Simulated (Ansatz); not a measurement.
# C2H6ClFMg: the cost of one run

Program: Ansatz 0.2.0. Level of theory: RKS PBE0-D4/STO-3G. These are calculated values, not measurements.

## Step 1: The structure to begin with

Bond lengths: Mg1–C2 2.525 Å, C2–C3 1.523 Å, Mg1–Cl4 2.132 Å, Mg1–H5 2.033 Å, Mg1–F6 2.346 Å, C2–H7 1.097 Å, C2–H8 1.092 Å, C3–H9 1.095 Å, C3–H10 1.090 Å, C3–H11 1.093 Å. Angles (14 of 18 angles, heavy atoms first): Mg1–C2–C3 105.6°, C2–Mg1–Cl4 119.2°, C2–Mg1–F6 64.6°, Cl4–Mg1–F6 157.0°, Mg1–C2–H7 83.4°, Mg1–C2–H8 135.6°, C3–C2–H7 110.4°, C3–C2–H8 110.4°, C2–Mg1–H5 33.5°, Cl4–Mg1–H5 147.6°, H5–Mg1–F6 31.1°, C2–C3–H9 111.2°, C2–C3–H10 110.8°, C2–C3–H11 110.9°.

Coordinates:

```xyz
11

Mg   -1.2236    1.4485   -0.8693
C     0.7862    0.1136   -0.1237
C     0.2267   -1.1740    0.4670
Cl   -2.6072    0.5712   -2.2334
H     0.1832    1.1633    0.5704
F    -0.3325    2.0486    1.2160
H     0.9519   -0.0014   -1.2025
H     1.7561    0.3464    0.3199
H    -0.7016   -1.4677   -0.0332
H     0.0212   -1.0538    1.5309
H     0.9398   -1.9946    0.3580
```

## Step 2: A restrained relaxation towards end A

Springs on the bonds that form and break draw the guess towards this end; the thresholds are loose.

The input, input.yaml:

```yaml
crystal:
  periodic: [false, false, false]
  atoms:
    - { symbol: Mg, position_ang: [-1.2236, 1.4485, -0.8693] }
    - { symbol: C, position_ang: [0.7862, 0.1136, -0.1237] }
    - { symbol: C, position_ang: [0.2267, -1.174, 0.467] }
    - { symbol: Cl, position_ang: [-2.6072, 0.5712, -2.2334] }
    - { symbol: H, position_ang: [0.1832, 1.1633, 0.5704] }
    - { symbol: F, position_ang: [-0.3325, 2.0486, 1.216] }
    - { symbol: H, position_ang: [0.9519, -0.0014, -1.2025] }
    - { symbol: H, position_ang: [1.7561, 0.3464, 0.3199] }
    - { symbol: H, position_ang: [-0.7016, -1.4677, -0.0332] }
    - { symbol: H, position_ang: [0.0212, -1.0538, 1.5309] }
    - { symbol: H, position_ang: [0.9398, -1.9946, 0.358] }
basis:
  gaussian: { orbitals: STO-3G }
hamiltonian:
  xc: pbe0
  dispersion: d4
relax:
  f_tol: 0.15
  max_steps: 25
  restrain:
    - { distance: [0, 5], at: 3.28, k: 30.0 }
    - { distance: [4, 1], at: 2.37, k: 30.0 }
    - { distance: [0, 1], at: 2.17, k: 30.0 }
    - { distance: [4, 5], at: 0.88, k: 30.0 }
```

Launch:

```
ansatz run input.yaml --threads 1 --pin off --max-ram 2048MiB --backend cpu --events-out ev --progress --plain --runs-dir out
```

What time and memory should one allow on 1 thread of Intel Xeon Platinum 8259CL at 2.50GHz (Skylake/Cascade Lake), shared host?

About 48 s, with a peak of 0.21 GiB.
